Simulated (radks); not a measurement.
# Ga³⁺ in [Ar] 3d10: an all-electron calculation

An exercise on one series of results from a longer session: the logs are not shown, and one member is left open.

Method: Dirac Kohn-Sham, exchange-only PBE, spin-unpolarised, spherical densities, point nucleus. Code: radks (a radial shooting solver on a logarithmic mesh, Libxc functionals) version 1.

## The system

```
element       : gallium (Z = 31)
charge        : +3
electrons     : 28
configuration : [Ar] 3d10
```

The outer shells:

Ga³⁺
```
[Ar] core
3d [↑↓][↑↓][↑↓][↑↓][↑↓]
```

Set-up of the first run:

Settings of this run:

```text
Z 31
configuration [Ar] 3d10 4s0 4p0 4d0 4f0
relativity Dirac
functional pbe,
spin unpolarised
j_filling average
nucleus point
c 137.035999084
```

The run is started by

```
$ python run_ks.py task.json out
```

The same process makes all the runs of this session.

One table of the session follows, with a row left open; its other results are not shown here.

It belongs to the step «Shells». Sizes of the orbitals, from the radial functions (bohr):

| level | <r> | outermost maximum (interpolated) | 90 % within | nodes |
| --- | --- | --- | --- | --- |
| 1s1/2 | 0.04860 | 0.0318 | 0.0868 | 0 |
| 2s1/2 | 0.2176 | 0.182 | 0.337 | 1 |
| 2p1/2 | 0.1883 | 0.144 | 0.308 | 0 |
| 2p3/2 | 0.1918 | 0.147 | 0.313 | 0 |
| 3s1/2 | 0.6518 | 0.565 | 0.977 | 2 |
| 3p1/2 | 0.6716 | 0.561 | 1.04 | 1 |
| 3p3/2 | 0.6823 | 0.570 | 1.05 | 1 |
| 3d3/2 | 0.7876 | 0.531 | 1.35 | 0 |
| 3d5/2 | 0.7930 | 0.534 | 1.36 | 0 |
| 4s1/2 | ? | ? | ? | ? |
| 4p1/2 | 2.283 | 1.99 | 3.36 | 2 |
| 4p3/2 | 2.307 | 2.02 | 3.39 | 2 |

**Question.** Estimate the row for 4s1/2.

The run gave: <r>: 1.974; outermost maximum (interpolated): 1.73; 90 % within: 2.89; nodes: 3. In the column «<r>» it lies between 3d5/2 (0.7930) and 4p1/2 (2.283).
